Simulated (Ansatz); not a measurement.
## Mg5Pd, space group P-62m: a single point from a YAML input, step by step

With the Python package of Ansatz (0.2.0).

Contents of `scf.yaml`:
```yaml
crystal:
  lattice:
    - [5.258942, 0.0, 0.0]
    - [-2.629471, 4.554378, 0.0]
    - [0.0, 0.0, 4.8219]
  atoms:
    - { symbol: Mg, position: [0.313035, 0.0, 0.5] }
    - { symbol: Mg, position: [0.686965, 0.686965, 0.5] }
    - { symbol: Mg, position: [0.0, 0.313035, 0.5] }
    - { symbol: Mg, position: [0.333333, 0.666667, 0.0] }
    - { symbol: Mg, position: [0.666667, 0.333333, 0.0] }
    - { symbol: Pd, position: [0.0, 0.0, 0.0] }
kpoints:
  mp_grid: { kspacing: 0.3 }
hamiltonian:
  xc: lda
scf:
  occupations: { method: fermi_dirac, width: 0.1 }
basis:
  ecutwfc: 420
output:
  forces: true
  stress: true
  eigenvalues: true
```

Notebook, run cell by cell (the value of a cell's last expression is shown):

```python
import warnings

import ansatz as az
import pandas as pd
import yaml
```

```python
warnings.simplefilter("ignore", az.DeckWarning)
```

```python
with open("scf.yaml") as handle:
    tree = yaml.safe_load(handle)
print("sections:", list(tree))
planned = az.Session.from_dict(tree).plan(threads=1, pin="off")
res = planned.execute()
summary = res.report
```

    sections: ['crystal', 'kpoints', 'hamiltonian', 'scf', 'basis', 'output']

```python
summary["n_kpoints"], summary["n_symmetry_ops"], summary["n_pw"]
```

    (15, 12, 2267)

```python
for key in ("converged", "n_iterations", "n_electrons", "n_kpoints", "n_pw", "n_symmetry_ops", "free_energy_ev", "fermi_energy_ev"):
    print(f"{key:18s} {summary[key]}")
```

    converged          True
    n_iterations       7
    n_electrons        68.0
    n_kpoints          15
    n_pw               2267
    n_symmetry_ops     12
    free_energy_ev     -16354.04702842552
    fermi_energy_ev    8.088833620481491

```python
# forces, one row an atom
table = pd.DataFrame(summary["forces_ev_ang"], columns=["fx", "fy", "fz"])
table.insert(0, "atom", [site["symbol"] for site in summary["lattice"]["sites"]])
table.round(4)
```

      atom      fx      fy   fz
    0   Mg -0.0031  0.0000  0.0
    1   Mg  0.0016  0.0027  0.0
    2   Mg  0.0016 -0.0027  0.0
    3   Mg  0.0000  0.0000  0.0
    4   Mg -0.0000  0.0000  0.0
    5   Pd -0.0000  0.0000  0.0

```python
fermi = summary["fermi_energy_ev"]
print("levels less the Fermi level (eV) at the first k-points")
for k, levels in list(zip(summary["kpoints_frac"], summary["eigenvalues_ev"]))[:6]:
    print("k = ({:.3f}, {:.3f}, {:.3f})".format(*k))
    print("   ", " ".join(f"{e - fermi:.3f}" for e in levels))
```

    levels less the Fermi level (eV) at the first k-points
    k = (0.000, 0.000, 0.000)
        -84.221 -75.112 -75.109 -74.995 -74.989 -74.989 -50.030 -49.986 -49.986 -42.558 -42.550 -42.541 -42.541 -42.520 -42.520 -42.451 -42.439 -42.439 -42.428 -42.404 -42.404 -42.402 -42.399 -42.399 -7.344 -3.600 -3.146 -3.146 -2.761 -2.761 -1.255 -0.386 -0.317 -0.095 -0.095 0.783 0.783 1.295 4.978 5.144 5.144
    k = (0.000, 0.000, 0.200)
        -84.221 -75.112 -75.109 -74.995 -74.989 -74.989 -50.030 -49.986 -49.986 -42.557 -42.551 -42.541 -42.541 -42.520 -42.520 -42.450 -42.440 -42.440 -42.427 -42.404 -42.404 -42.403 -42.398 -42.398 -7.076 -3.798 -3.106 -3.106 -2.846 -2.846 -2.563 -0.107 0.228 0.228 0.457 0.915 0.915 2.390 3.753 3.753 3.828
    k = (0.000, 0.000, 0.400)
        -84.221 -75.112 -75.109 -74.995 -74.989 -74.989 -50.030 -49.986 -49.986 -42.556 -42.552 -42.541 -42.541 -42.520 -42.520 -42.450 -42.440 -42.440 -42.426 -42.406 -42.404 -42.404 -42.397 -42.397 -6.288 -5.045 -3.039 -3.039 -2.966 -2.966 -2.778 0.404 0.425 0.938 0.938 1.268 1.268 2.462 2.462 2.497 3.139
    k = (0.000, 0.200, 0.000)
        -84.221 -75.112 -75.109 -74.994 -74.989 -74.989 -50.030 -49.986 -49.986 -42.557 -42.551 -42.541 -42.539 -42.522 -42.520 -42.453 -42.442 -42.434 -42.422 -42.409 -42.405 -42.402 -42.399 -42.399 -7.047 -3.652 -3.444 -3.043 -2.864 -2.775 -1.999 -1.010 -0.862 -0.726 0.471 1.791 1.995 3.112 3.264 4.449 4.645
    k = (0.000, 0.200, 0.200)
        -84.221 -75.112 -75.109 -74.994 -74.989 -74.989 -50.030 -49.986 -49.986 -42.557 -42.551 -42.541 -42.539 -42.522 -42.520 -42.453 -42.442 -42.434 -42.422 -42.409 -42.405 -42.403 -42.398 -42.398 -6.782 -3.674 -3.402 -3.078 -3.017 -2.864 -2.243 -1.719 -0.737 -0.481 1.239 1.915 2.482 2.589 2.749 3.185 4.044
    k = (0.000, 0.200, 0.400)
        -84.221 -75.112 -75.109 -74.994 -74.989 -74.989 -50.030 -49.986 -49.986 -42.555 -42.553 -42.542 -42.540 -42.522 -42.520 -42.452 -42.442 -42.434 -42.421 -42.408 -42.405 -42.405 -42.398 -42.398 -6.004 -4.785 -3.198 -3.077 -3.025 -2.932 -2.718 -1.191 -0.455 -0.039 0.128 1.434 1.632 2.431 3.260 4.149 4.462

Reading the output:
- Total energies depend on the potentials; only differences at equal settings carry meaning. A total without «per atom» is that of the cell as typed.
- Spin is left out of this run.
- The computed bands are complete only to about 3.1 eV above the Fermi level.
- For a metal this k-point mesh is coarse: on a finer one energies can move by several to tens of meV an atom and pressures by half a GPa or more, differences at one mesh by less.
- The zero of the levels is a convention of the potentials, so an absolute Fermi energy is no work function.
- The structure comes from a database of computed cells and needn't be a stable or known phase.
- Gaps and levels are Kohn-Sham values on a finite set of k-points, without spin-orbit coupling.
- It ran for 6.9 s on 1 thread of Arm Neoverse V1 (shared host), peak memory 0.42 GiB.

(Lines on the test bed's own set-up are left out of the output.)
